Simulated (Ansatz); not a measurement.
Predict the output of the script below (Ansatz 0.2.0, Python API).

`lattice_bapb3.py`
```python
'''How the lattice of BaPb3 depends on the functional.'''

import warnings

import ansatz
import numpy as np

KMESH = (4, 4, 4)
SMEARING = 'fermi_dirac'
WIDTH_EV = 0.1

def edges_and_angles(cell):
    cell = np.asarray(cell)
    a, b, c = np.linalg.norm(cell, axis=1)
    cosines = cell[1] @ cell[2] / (b * c), cell[0] @ cell[2] / (a * c), cell[0] @ cell[1] / (a * b)
    return (a, b, c, *np.degrees(np.arccos(cosines)))

warnings.simplefilter('ignore', ansatz.DeckWarning)

cell = (
    ansatz.Lattice.of((5.123779, 0.0, 0.0), (0.0, 5.123779, 0.0), (0.0, 0.0, 5.123779))
    .atom('Ba', (0.0, 0.0, 0.0))
    .atom('Pb', (0.0, 0.5, 0.5))
    .atom('Pb', (0.5, 0.0, 0.5))
    .atom('Pb', (0.5, 0.5, 0.0))
)

job = cell.calculation().kpoints(mesh=KMESH).occupations(SMEARING, width=WIDTH_EV).relax(cell=True)

levels = [('pbesol', 'none'), ('lda', 'none'), ('pbesol', 'd3bj')]
print('level            a       b       c    alpha   beta  gamma  V/atom  steps')
for name, dispersion in levels:
    seen = []
    run = job.functional(name, dispersion=dispersion).session().plan()
    res = run.execute(on_event=lambda e: seen.append(e) if e['event'] == 'relax_step' else None)
    cell = res.lattice.cell_ang
    label = name if dispersion == 'none' else f'{name}+{dispersion}'
    print('{:13s} {:7.4f} {:7.4f} {:7.4f} {:6.2f} {:6.2f} {:6.2f}'.format(label, *edges_and_angles(cell)), f'{abs(np.linalg.det(cell)) / len(res.lattice.sites):7.3f} {len(seen):5d}')
```

Output of `python lattice_bapb3.py`:
```text
level            a       b       c    alpha   beta  gamma  V/atom  steps
pbesol         5.0284  5.0284  5.0284  90.00  90.00  90.00  31.786     4
lda            4.9652  4.9652  4.9652  90.00  90.00  90.00  30.602     5
pbesol+d3bj    4.9252  4.9252  4.9252  90.00  90.00  90.00  29.869     5
```

From smallest to largest: PBEsol+D3BJ (29.87 Å³ an atom, -11.2 % against the start), LDA (30.60 Å³ an atom, -9.0 % against the start) and PBEsol (31.79 Å³ an atom, -5.5 % against the start). The spread is 6.4 % in volume.

Caveats:
- Forces vanish by symmetry, so the ions can't move, and the end may be a saddle.
- Dispersion corrections can be off by several per cent in the lattices of metals, and by several GPa in the pressure at a fixed cell.
- For a metal this k-point mesh is coarse: on a finer one energies can move by several to tens of meV an atom and pressures by half a GPa or more, differences at one mesh by less.
- Spin-orbit coupling, which matters for elements this heavy, is left out.
- The structure comes from a database of computed cells and needn't be a stable or known phase.
- It ran for 52 s on 1 thread of Intel(R) Xeon(R) Platinum 8259CL CPU @ 2.50GHz (Skylake/Cascade Lake), with other jobs on the host, peak memory 0.52 GiB.
